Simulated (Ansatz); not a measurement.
**(F2B-mu-H)2 (B2H2F4): the relaxed shape and its frontier levels**

Aim: characterise (F2B-mu-H)2 (B2H2F4) as a singlet: its structure, frontier levels and distribution of charge.

The runs use Ansatz 0.2.0, Gaussian basis; RKS PBE0-D4/def2-TZVP.

Levels to be run: relaxation at PBE0-D4/def2-SVP; a search for the lowest solution at PBE0-D4/def2-SVP; a single point at PBE0-D4/def2-TZVP.

## Step 1: The starting structure

8 atoms, charge 0, spin multiplicity 1.

Atoms are counted from 1 here; the program's logs count them from 0.

Bond lengths: B1–F2 1.333 Å, B1–F3 1.333 Å, B1–H4 1.353 Å, B1–B5 1.833 Å, B1–H8 1.370 Å, H4–B5 1.370 Å, B5–F6 1.333 Å, B5–F7 1.333 Å, B5–H8 1.354 Å. Angles: F2–B1–F3 118.7°, F2–B1–H4 110.4°, F2–B1–B5 120.6°, F2–B1–H8 109.7°, F3–B1–H4 110.4°, F3–B1–B5 120.6°, F3–B1–H8 109.7°, H4–B1–B5 48.1°, H4–B1–H8 95.4°, B5–B1–H8 47.3°, B1–H4–B5 84.6°, B1–B5–H4 47.3°, B1–B5–F6 120.6°, B1–B5–F7 120.6°, B1–B5–H8 48.1°, H4–B5–F6 109.7°, H4–B5–F7 109.7°, H4–B5–H8 95.4° and more.

Geometry (Å):

```csv
atom,x (Å),y (Å),z (Å)
B1,-0.56827,-0.15594,0.70205
F2,-1.29736,-1.27058,0.75094
F3,-0.70448,0.74147,1.67791
H4,0.73837,-0.45411,0.51332
B5,0.56848,0.15604,-0.70205
F6,0.70465,-0.74135,-1.67796
F7,1.29743,1.27051,-0.75108
H8,-0.73882,0.45396,-0.51313
```

The start is a GFN1-xTB geometry.

## Step 2: Relaxation at PBE0-D4/def2-SVP

The input, in.yaml:

```yaml
crystal:
  periodic: [false, false, false]
  atoms:
    - {symbol: B, position_ang: [-0.568270, -0.155940, 0.702050]}
    - {symbol: F, position_ang: [-1.297360, -1.270580, 0.750940]}
    - {symbol: F, position_ang: [-0.704480, 0.741470, 1.677910]}
    - {symbol: H, position_ang: [0.738370, -0.454110, 0.513320]}
    - {symbol: B, position_ang: [0.568480, 0.156040, -0.702050]}
    - {symbol: F, position_ang: [0.704650, -0.741350, -1.677960]}
    - {symbol: F, position_ang: [1.297430, 1.270510, -0.751080]}
    - {symbol: H, position_ang: [-0.738820, 0.453960, -0.513130]}
basis:
  gaussian: {orbitals: def2-SVP}
hamiltonian: {xc: pbe0, dispersion: d4}
scf: {omitted_lower_state_checks: [starts]}
output: {orbitals: {seedname: orbitals}}
relax: {f_tol: 0.02, max_steps: 100}
```

The run is started by

```bash
ansatz run in.yaml --threads 4 --pin off --events-out ev --progress --plain --max-ram 3916MiB
```

Further steps of the session: Searching for the lowest solution, PBE0-D4/def2-SVP; Single point, PBE0-D4/def2-TZVP.

**Question.** What will the summary of the whole plan be? Wanted: point group; commonest bond, hydrogen aside; HOMO, LUMO at PBE0-D4/def2-TZVP; dipole at PBE0-D4/def2-SVP.

As calculated:

| quantity | value |
| --- | --- |
| point group | D2h |
| commonest bond, hydrogen aside | B–F, 4 of mean length 1.329 Å |
| HOMO, LUMO at PBE0-D4/def2-TZVP | -10.44, -0.16 eV |
| dipole at PBE0-D4/def2-SVP | 0.00 D |

In words: The molecule keeps its bonding pattern by the stored test; the atoms moved 0.03 Å (rms). No usable vibrations, so a minimum isn't proven. The HOMO lies nearest to H4, H8 about 23 % each; 4 F atoms about 12 % each and the LUMO to H4, H8 about 28 % each; B1, B5 about 8 % each.
